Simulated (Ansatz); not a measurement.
# F2H2Si2: two geometries relaxed

Method: RKS BLYP-D4/def2-SVP, in Ansatz 0.2.0.

### 1 The structure to begin with

Bond lengths: F1–Si2 1.615 Å, Si2–F3 1.615 Å, Si2–Si4 2.219 Å, Si4–H5 1.477 Å, Si4–H6 1.477 Å. Angles: F1–Si2–F3 95.4°, F1–Si2–Si4 114.3°, F3–Si2–Si4 114.0°, Si2–Si4–H5 110.7°, Si2–Si4–H6 110.8°, H5–Si4–H6 100.7°.

Structure file:

```xyz
6

F     1.8923   -1.1641    0.4229
Si    0.3733   -0.9919   -0.0966
F    -0.2699   -2.0142    0.9755
Si   -0.4109    1.0786    0.0486
H     0.2325    1.9520   -0.9530
H    -1.8173    1.1395   -0.3974
```

### 2 End point A

File input.yaml:

```yaml
crystal:
  periodic: [false, false, false]
  atoms:
    - { symbol: F, position_ang: [1.89232, -1.16405, 0.4229] }
    - { symbol: Si, position_ang: [0.3733, -0.99194, -0.09657] }
    - { symbol: F, position_ang: [-0.26993, -2.01419, 0.9755] }
    - { symbol: Si, position_ang: [-0.41094, 1.07863, 0.04857] }
    - { symbol: H, position_ang: [0.23251, 1.95202, -0.95304] }
    - { symbol: H, position_ang: [-1.81727, 1.13953, -0.39736] }
basis:
  gaussian: { orbitals: def2-SVP }
hamiltonian:
  xc: blyp
  dispersion: d4
relax:
  f_tol: 0.015
  max_steps: 40
```

Launch:

```console
$ ansatz run input.yaml --threads 1 --pin off --max-ram 2048MiB --backend cpu --events-out ev --progress --plain --runs-dir out
```

Q: Estimate wall time and peak memory on 1 thread of Intel Xeon Platinum 8488C (Sapphire Rapids), shared host.

About 9.8 s, with a peak of 0.14 GiB.
